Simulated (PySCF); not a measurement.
# The bond of NaBe+, level by level

One table from this session's results is given with a row withheld; the runs are named, their logs left out.

Method: Na cc-pVDZ, Be cc-pVDZ, no relativity; program: PySCF 2.14.0.

Set-up of the first run:

Settings of the job:

```yaml
atoms: Na, Be
charge: 1
basis: Na cc-pVDZ, Be cc-pVDZ
Hamiltonian: no relativity
basis_functions: 32
electrons_treated: 14
masses_in_u: 22.9898, 9.0122
levels: PBE0, PBE, r²SCAN, BP86, M06, TPSS, HF, MP2, SCS-MP2, CCSD, CCSD(T)
grid: 80 radial by 434 angular points
occupations: held fixed by the projection of orbital angular momentum
dissociation_limit: Na+ + Be, each in its ground configuration
starting_distance_in_angstrom: 2.635
values_of_2S_to_try: 0, 2
```

Launch:

```bash
$ OMP_NUM_THREADS=1 python dia.py task.json out
```

Steps of the session up to this table: Input; PBE0 along the bond; Excited determinants; PBE; r²SCAN; BP86 (GGA); M06 (hybrid meta-GGA); TPSS (meta-GGA); RHF; Correlated methods on the Hartree–Fock reference.

One of the session's tables, all rows but one given; the rest of the session is left out.

Energy (eV) from each level's lowest point:

```
R (Å)    RHF  RHF-MP2  RHF-SCS-MP2  RHF-CCSD  RHF-CCSD(T)
2.548  0.192    0.182        0.182       n/a          n/a
2.667  0.100    0.095        0.094     0.090        0.090
2.785  0.044    0.041        0.040     0.038        0.038
2.874      ?        ?            ?         ?            ?
2.963  0.005    0.004        0.004     0.004        0.004
3.052  0.000    0.000        0.000     0.000        0.000
3.170  0.004    0.005        0.005     0.005        0.005
3.319  0.020    0.021        0.021     0.021        0.021
3.496  0.048    0.051        0.050     0.049        0.050
3.733  0.093    0.096        0.096       n/a          n/a
```

Q: Estimate the row for R (Å) = 2.874 from the others.

Worked estimate for «RHF». A straight line through the neighbours (2.785, 0.044) and (2.963, 0.005) gives 0.044 + (0.005 − 0.044) × (2.874 − 2.785) / (2.963 − 2.785) = 0.024; a parabola fitted to 4 rows on both sides gives 0.018.

As computed: RHF: 0.019; RHF-MP2: 0.017; RHF-SCS-MP2: 0.017; RHF-CCSD: 0.016; RHF-CCSD(T): 0.016. In «RHF» the line misses by +0.005 and the parabola by -0.001.

State 2 has its PBE0 minimum 2.02 eV higher. The other levels ran on the lowest alone.
